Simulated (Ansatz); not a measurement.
# Cs3AlAg: the cost of one run

Program: Ansatz 0.2.0. Level of theory: DFT PBE, scalar-relativistic, plane waves, PAW. These are calculated values, not measurements.

**1. The system as given**

It takes space group Pm-3m (No. 221, cubic). The conventional cell has a = 5.452 Å, b = 5.452 Å, c = 5.452 Å, α = 90.00°, β = 90.00°, γ = 90.00°. Cs (site symmetry 4/mmm) is surrounded by 2 Al at 2.73 Å. Al (site symmetry m-3m) is surrounded by 6 Cs at 2.73 Å. Ag (site symmetry m-3m) has 12 Cs at 3.86 Å in its first shell of neighbours.

Coordinates:

```
Cs Al Ag
1.0
     5.45195    0.00000    0.00000
     0.00000    5.45195    0.00000
     0.00000    0.00000    5.45195
Cs Al Ag
3 1 1
Direct
  0.00000 0.50000 0.50000
  0.50000 0.00000 0.50000
  0.50000 0.50000 0.00000
  0.50000 0.50000 0.50000
  0.00000 0.00000 0.00000
```

This is candidate A: cubic perovskite type (Pm-3m, No. 221).

(A quick probe on a coarse mesh, which set the mesh and smearing, is not shown.)

**3. Coarse relaxation (candidate A)**

Input file input.yaml:

```yaml
crystal:
  lattice:
    - [5.4519506568, 0.0, 0.0]
    - [0.0, 5.4519506568, 0.0]
    - [0.0, 0.0, 5.4519506568]
  atoms:
    - { symbol: Cs, position: [0.0, 0.5, 0.5] }
    - { symbol: Cs, position: [0.5, 0.0, 0.5] }
    - { symbol: Cs, position: [0.5, 0.5, 0.0] }
    - { symbol: Al, position: [0.5, 0.5, 0.5] }
    - { symbol: Ag, position: [0.0, 0.0, 0.0] }
basis:
  ecutwfc: 420
kpoints:
  mp_grid: { grid: [4, 4, 4] }
hamiltonian:
  xc: pbe
scf:
  occupations: { method: gaussian, width: 0.1 }
  lower_state_search: "off"
output:
  forces: true
  stress: true
  eigenvalues: true
relax:
  adjacent_minimum: "off"
  f_tol: 0.04
  max_steps: 70
  cell: { stress_tol: 0.4 }
```

The run is started by

```bash
> ansatz run input.yaml --threads 1 --pin off --max-ram 2560MiB --backend cpu --events-out ev --progress --plain --runs-dir out
```

What time and memory should one allow on 1 thread of Arm Neoverse V1, shared host?

About 59 s, with a peak of 0.53 GiB.
